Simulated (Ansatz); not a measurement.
# AlBrH3N: ionisation energy by level of theory

How much energy removes an electron from AlBrH3N at fixed geometry? The cation is run at each level and the neutral's energy taken from earlier runs.

Computed with Ansatz 0.2.0, Gaussian basis. Level: unrestricted cation, the program's frozen cores in correlated methods.

The runs, in order: UKS PBE-D4/def2-TZVPP; UKS r2SCAN-D4/def2-TZVPP; UKS PBE0-D4/def2-TZVPP; UKS B3LYP-D4/def2-TZVPP; UKS wB97X-V/def2-TZVPP; UKS wB97M-V/def2-TZVPP; UKS B2PLYP/def2-TZVPP; UHF-CCSD(T)/def2-TZVPP; UHF-CCSD(T)/def2-QZVPP; extrapolation to the limit; then −ε(HOMO) from the neutral's earlier runs with LDA (SPW92), PBE-D4, revPBE-D4, BLYP-D4, r2SCAN-D4, B97M-V, PBE0-D4, B3LYP-D4, r2SCANh-D4, r2SCAN0-D4, HSE06-D4, BHLYP-D4, CAM-B3LYP-D4, LC-ωPBE, ωB97X-V, ωB97M-V.

**1. The relaxed structure**

The geometry comes from an earlier relaxation with PBE0-D4 in a triple-zeta def2 set; it is a stationary point.

SMILES `[NH2][AlH][Br]`, 6 atoms, charge 0, spin multiplicity 1.

Atoms are counted from 1 here; the program's logs count them from 0.

Bond lengths: N1–Al2 1.756 Å, N1–H4 1.007 Å, N1–H5 1.007 Å, Al2–Br3 2.258 Å, Al2–H6 1.571 Å. Angles: Al2–N1–H4 124.3°, Al2–N1–H5 124.9°, H4–N1–H5 110.7°, N1–Al2–Br3 117.4°, N1–Al2–H6 121.8°, Br3–Al2–H6 120.8°.

**2. Cation, UKS PBE-D4/def2-TZVPP**

File in.yaml:

```yaml
crystal:
  periodic: [false, false, false]
  atoms:
    - {symbol: N, position_ang: [-0.538598, 0.312041, -0.786977]}
    - {symbol: Al, position_ang: [0.365172, -0.087983, 0.664593]}
    - {symbol: Br, position_ang: [1.476993, -2.053217, 0.688523]}
    - {symbol: H, position_ang: [-1.070311, 1.158633, -0.909725]}
    - {symbol: H, position_ang: [-0.597928, -0.268198, -1.607785]}
    - {symbol: H, position_ang: [0.406770, 0.874724, 1.905171]}
basis:
  gaussian: {orbitals: def2-TZVPP}
total_charge: 1
magnetization: {spin_polarized: true, initial_magnetization: 1}
hamiltonian: {xc: pbe, dispersion: d4}
```

The run is started by

```
> ansatz run in.yaml --threads 2 --pin off --events-out ev --progress --plain --max-ram 32768MiB --backend cpu
```

Further steps of the session: Cation, UKS r2SCAN-D4/def2-TZVPP; Cation, UKS PBE0-D4/def2-TZVPP; Cation, UKS B3LYP-D4/def2-TZVPP; Cation, UKS wB97X-V/def2-TZVPP; Cation, UKS wB97M-V/def2-TZVPP; Cation, UKS B2PLYP (frozen core)/def2-TZVPP; Cation, UHF-CCSD(T)/def2-TZVPP; Cation, UHF-CCSD(T)/def2-QZVPP.

**Question.** What will the summary of the whole plan be? Wanted: ionisation energy, CCSD(T)/CBS; nearest functional by difference; nearest −ε(HOMO); −ε(HOMO) of PBE; T1 of the cation.

**Answer**, as computed:

| quantity | value |
| --- | --- |
| ionisation energy, CCSD(T)/CBS | 10.38 eV |
| nearest functional by difference | ωB97X-V (-0.11 eV) |
| nearest −ε(HOMO) | ωB97X-V (-0.11 eV) |
| −ε(HOMO) of PBE | 6.43 eV |
| T1 of the cation | 0.020 |

In words: Energy differences with functionals land within 0.68 eV of the reference. The PBE orbital energy is 4.0 eV too small: a semilocal HOMO is no ionisation energy. Among orbital estimates ωB97X-V comes nearest. Hartree-Fock falls 1.59 eV short, as the neutral has more correlation energy than the cation. Correlated methods include outer-core shells of Br, which these sets cover unevenly. With outer-core shells in play the reference is unsure by up to some tenths of an eV, so close misses can't be ranked.
